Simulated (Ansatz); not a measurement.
# CH₉Al₃Si: up Jacob's ladder to CCSD(T)

Aim: compute CH₉Al₃Si with functionals from several rungs and with coupled cluster. The yardstick is the atomisation energy at the CCSD(T) limit.

Program: Ansatz 0.2.0, Gaussian basis. Level of theory: functionals in def2-TZVPP, the program's frozen cores in correlated methods. These are calculated values, not measurements.

Levels to be run: LDA (SPW92), PBE-D4, revPBE-D4, BLYP-D4, r2SCAN-D4, B97M-V, PBE0-D4, B3LYP-D4, r2SCANh-D4, r2SCAN0-D4, HSE06-D4, BHLYP-D4, CAM-B3LYP-D4, LC-ωPBE, ωB97X-V, ωB97M-V, B2PLYP, PBE-QIDH; CCSD(T)/def2-SVP; CCSD(T)/def2-TZVPP; MP2/def2-QZVPP; extrapolation to the limit; RPA on PBE.

### Step 1. Structure used throughout

An earlier PBE0-D4 in a triple-zeta def2 set relaxation fixed the geometry.

14 atoms, charge 0, spin multiplicity 1.

Atoms are counted from 1 here; the program's logs count them from 0.

Bond lengths: C1–Si2 1.884 Å, C1–H6 1.092 Å, C1–H7 1.092 Å, C1–H8 1.092 Å, Si2–Al3 2.471 Å, Si2–H9 1.496 Å, Si2–H10 1.496 Å, Al3–Al4 2.575 Å, Al3–Al5 2.574 Å, Al4–H11 1.596 Å, Al4–H12 1.596 Å, Al5–H13 1.596 Å, Al5–H14 1.596 Å. Angles: Si2–C1–H6 110.7°, Si2–C1–H7 110.7°, Si2–C1–H8 111.0°, H6–C1–H7 108.0°, H6–C1–H8 108.1°, H7–C1–H8 108.1°, C1–Si2–Al3 115.8°, C1–Si2–H9 108.9°, C1–Si2–H10 108.9°, Al3–Si2–H9 108.3°, Al3–Si2–H10 108.6°, H9–Si2–H10 105.8°, Si2–Al3–Al4 118.9°, Si2–Al3–Al5 116.6°, Al4–Al3–Al5 124.6°, Al3–Al4–H11 121.7°, Al3–Al4–H12 121.8°, H11–Al4–H12 116.5° and more.

### Step 2. LDA

This LDA is Slater exchange with PW92 correlation.

in.yaml reads:

```yaml
crystal:
  periodic: [false, false, false]
  atoms:
    - {symbol: C, position_ang: [-2.260495, 0.982599, 1.003116]}
    - {symbol: Si, position_ang: [-0.508197, 1.424589, 0.471607]}
    - {symbol: Al, position_ang: [0.858281, -0.443337, -0.393372]}
    - {symbol: Al, position_ang: [-0.198218, -2.786105, -0.552700]}
    - {symbol: Al, position_ang: [3.276194, 0.117567, -1.075937]}
    - {symbol: H, position_ang: [-2.825969, 0.569857, 0.164653]}
    - {symbol: H, position_ang: [-2.245871, 0.236193, 1.800470]}
    - {symbol: H, position_ang: [-2.792425, 1.862891, 1.371410]}
    - {symbol: H, position_ang: [-0.573267, 2.485326, -0.581587]}
    - {symbol: H, position_ang: [0.208342, 2.044182, 1.629507]}
    - {symbol: H, position_ang: [-0.120004, -3.826240, 0.655929]}
    - {symbol: H, position_ang: [-0.962737, -3.277034, -1.865449]}
    - {symbol: H, position_ang: [3.648002, 0.566338, -2.561727]}
    - {symbol: H, position_ang: [4.483564, 0.014074, -0.037119]}
basis:
  gaussian: {orbitals: def2-TZVPP}
hamiltonian: {xc: lda}
output: {orbitals: {seedname: orbitals}}
```

After this run come: PBE-D4 (GGA); revPBE-D4 (GGA); BLYP-D4 (GGA); r2SCAN-D4 (meta-GGA); B97M-V (meta-GGA); PBE0-D4 (hybrid); B3LYP-D4 (hybrid); r2SCANh-D4 (hybrid); r2SCAN0-D4 (hybrid); HSE06-D4 (hybrid); BHLYP-D4 (hybrid); CAM-B3LYP-D4 (range-separated); LC-ωPBE (range-separated); ωB97X-V (range-separated); ωB97M-V (range-separated); B2PLYP (double hybrid); PBE-QIDH (double hybrid); CCSD(T) in def2-SVP; CCSD(T) in def2-TZVPP; MP2 in def2-QZVPP; RPA on PBE orbitals.

Q: Predict the results of all the runs planned. Wanted: atomisation energy, CCSD(T)/CBS; farthest beyond LDA; mean size of error, GGA; mean size of error, meta-GGA; mean size of error, hybrid; mean size of error, range-separated; mean size of error, double hybrid; gap, smallest and largest; T1 diagnostic.

**Answer**, as computed:

| quantity | value |
| --- | --- |
| atomisation energy, CCSD(T)/CBS | 40.669 eV |
| functionals within 0.203 eV (0.5 %) | r2SCAN-D4, r2SCANh-D4, CAM-B3LYP-D4 |
| farthest beyond LDA | revPBE-D4 (-0.944 eV) |
| mean size of error, GGA | 0.712 eV |
| mean size of error, meta-GGA | 0.410 eV |
| mean size of error, hybrid | 0.319 eV |
| mean size of error, range-separated | 0.265 eV |
| mean size of error, double hybrid | 0.675 eV |
| gap, smallest and largest | 2.18 eV (LDA (SPW92)), 8.21 eV (LC-ωPBE) |
| T1 diagnostic | 0.0134 |
| triples share of the correlation energy | 3.5 % |

In words: The LDA atomisation energy is off by 3.985 eV (10 %): it overbinds. PBE-D4 is off by -0.375 eV. Double hybrids carry the basis error of their MP2 part in triple zeta, and no dispersion term here, so their miss is partly the set-up's. Taken by rung, range-separated functionals do best (0.265 eV on average) and GGA ones worst beyond LDA (0.712 eV). The gap between the best rungs is small, so their order is not settled. Misses under about 0.203 eV are within the doubt on the reference itself, which lacks core-valence correlation, relativity and higher excitations. Hartree-Fock recovers 76 % of the binding; the rest is correlation. CCSD(T) in def2-SVP is off by -2.330 eV, so the small basis spoils what the method gains. Orbital gaps span 2.2 to 8.2 eV; exact exchange widens them.
